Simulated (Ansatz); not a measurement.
Nudged elastic band run: Si₁₆B

Input:

```yaml
crystal:
  lattice:
    - [0.0, 5.43, 5.43]
    - [5.43, 0.0, 5.43]
    - [5.43, 5.43, 0.0]
  atoms:
    - { symbol: Si, position: [0.00049392, 0.00654535, 0.00049158] }
    - { symbol: Si, position: [0.12590504, 0.12705325, 0.12578053] }
    - { symbol: Si, position: [-0.00178243, -0.00041445, 0.49889117] }
    - { symbol: Si, position: [0.11850282, 0.12467246, 0.62460505] }
    - { symbol: Si, position: [-0.00101707, 0.49916535, -0.00106071] }
    - { symbol: Si, position: [0.12366651, 0.62352082, 0.12369031] }
    - { symbol: Si, position: [0.00066695, 0.50072396, 0.50674209] }
    - { symbol: Si, position: [0.12593334, 0.62649858, 0.62679741] }
    - { symbol: Si, position: [0.49902063, -0.00041895, -0.00182249] }
    - { symbol: Si, position: [0.62463797, 0.12468308, 0.1185653] }
    - { symbol: Si, position: [0.50153733, 0.00135035, 0.50158842] }
    - { symbol: Si, position: [0.62604168, 0.12619527, 0.6260073] }
    - { symbol: Si, position: [0.50672217, 0.50067358, 0.00061416] }
    - { symbol: Si, position: [0.62684719, 0.626485, 0.12579521] }
    - { symbol: Si, position: [0.49899936, 0.49839835, 0.4988654] }
    - { symbol: Si, position: [0.62448044, 0.61831563, 0.62445821] }
    - { symbol: B, position: [0.81244493, 0.31338598, 0.81223485] }
magnetization:
  spin_polarized: true
basis:
  ecutwfc: 420.0
kpoints:
  mp_grid: { grid: [2, 2, 2] }
hamiltonian:
  xc: pbesol
  pseudopotentials: { kind: paw, azcp: { folder: soft_1 } }
scf:
  occupations: { method: fermi_dirac, width: 0.05 }
  lower_state_search: "off"
neb:
  images: 5
  f_tol: 0.05
  initial_path: linear
  max_iterations: 36
  optimiser: fire
  spring: 2.0
  final_atoms:
    - { symbol: Si, position: [-0.00126564, 0.00392961, -0.00201988] }
    - { symbol: Si, position: [0.12591094, 0.12186018, 0.12493265] }
    - { symbol: Si, position: [-0.00173456, 0.00415636, 0.49802926] }
    - { symbol: Si, position: [0.12601731, 0.12162629, 0.62588364] }
    - { symbol: Si, position: [0.00040578, 0.49287289, -4.588e-05] }
    - { symbol: Si, position: [0.1230793, 0.63014834, 0.12301513] }
    - { symbol: Si, position: [0.00062149, 0.49254947, 0.50597461] }
    - { symbol: Si, position: [0.11861387, 0.63320193, 0.6236771] }
    - { symbol: Si, position: [0.49902375, 0.00410813, -0.00263499] }
    - { symbol: Si, position: [0.62667495, 0.12195648, 0.12496944] }
    - { symbol: Si, position: [0.49910434, 0.00424126, 0.49807052] }
    - { symbol: Si, position: [0.62621817, 0.12195426, 0.62530777] }
    - { symbol: Si, position: [0.50615189, 0.49294792, 9.49e-05] }
    - { symbol: Si, position: [0.62430998, 0.63312351, 0.11790675] }
    - { symbol: Si, position: [0.50170585, 0.49575037, 0.50085887] }
    - { symbol: Si, position: [0.6242726, 0.6332558, 0.623836] }
    - { symbol: B, position: [0.81265716, 0.56334873, 0.81110938] }
  order_check: true
```

Launched with:

```bash
$ ansatz run input.yaml --threads 2 --pin off --max-ram 5120MiB --backend cpu --events-out ev --progress --plain --runs-dir out
```

Output, in part (warnings, iteration lines):

```
NEB end point (image 0): max|allowed force component| = 1.218e-2 eV/Å (the criterion of neb.relax_end_points is 1.000e-2)
NEB iter   1: max|band force component| = 1.647e0 eV/Å  barrier→ = 0.2308 eV  barrier← = 0.2308 eV  Δτ_max = 0.0237 Å  (58 SCF iters)
NEB iter   2: max|band force component| = 1.030e0 eV/Å  barrier→ = 0.1556 eV  barrier← = 0.1555 eV  Δτ_max = 0.0383 Å  (28 SCF iters)
NEB iter   3: max|band force component| = 2.892e-1 eV/Å  barrier→ = 0.1003 eV  barrier← = 0.1003 eV  CI = image 4  Δτ_max = 0.0379 Å  (30 SCF iters)
NEB iter   4: max|band force component| = 6.014e-1 eV/Å  barrier→ = 0.0993 eV  barrier← = 0.0993 eV  CI = image 4  Δτ_max = 0.0022 Å  (30 SCF iters)
NEB iter   5: max|band force component| = 5.634e-1 eV/Å  barrier→ = 0.0978 eV  barrier← = 0.0978 eV  CI = image 4  Δτ_max = 0.0042 Å  (18 SCF iters)
NEB iter   6: max|band force component| = 4.897e-1 eV/Å  barrier→ = 0.0953 eV  barrier← = 0.0953 eV  CI = image 4  Δτ_max = 0.0060 Å  (20 SCF iters)
NEB iter   7: max|band force component| = 3.845e-1 eV/Å  barrier→ = 0.0923 eV  barrier← = 0.0923 eV  CI = image 4  Δτ_max = 0.0073 Å  (23 SCF iters)
NEB iter   8: max|band force component| = 2.551e-1 eV/Å  barrier→ = 0.0897 eV  barrier← = 0.0897 eV  CI = image 4  Δτ_max = 0.0082 Å  (23 SCF iters)
[... lines left out ...]
```

The forces met the threshold. Beside the main top the profile has a ripple of under 15 meV (maxima at images 2, 4), which may be a very shallow well or noise. By the program's own check the climbing image is of a kind that is not told: the force calls were inconclusive, a negative curvature could not be distinguished from the path's own, the only one lies far off the path, or fixed occupations may fill a level only in part (lowest curvatures found: -0.32 and -0.09 eV/Å²). Limits of this set-up: coarse k mesh, PAW files made for another functional.

Final band (atoms are numbered from 1 in the order of the input):

```tsv
image	path coordinate (Å)	energy (eV)	Si1–B17 (Å)	Si4–B17 (Å)	Si10–B17 (Å)
0	0.00	0.000	2.24	2.24	2.24
1	0.33	0.057	2.35	2.39	2.39
2	0.66	0.075	2.43	2.59	2.59
3	1.00	0.065	2.69	2.83	2.83
4	1.37	0.080	2.96	3.09	3.09
5	1.66	0.050	3.21	3.32	3.32
6	1.97	0.000	3.51	3.54	3.54
```

Time of the run: 6.4 min on 2 threads of AMD EPYC 7B13 (Zen 3), on a shared host, peak memory 1.5 GiB.
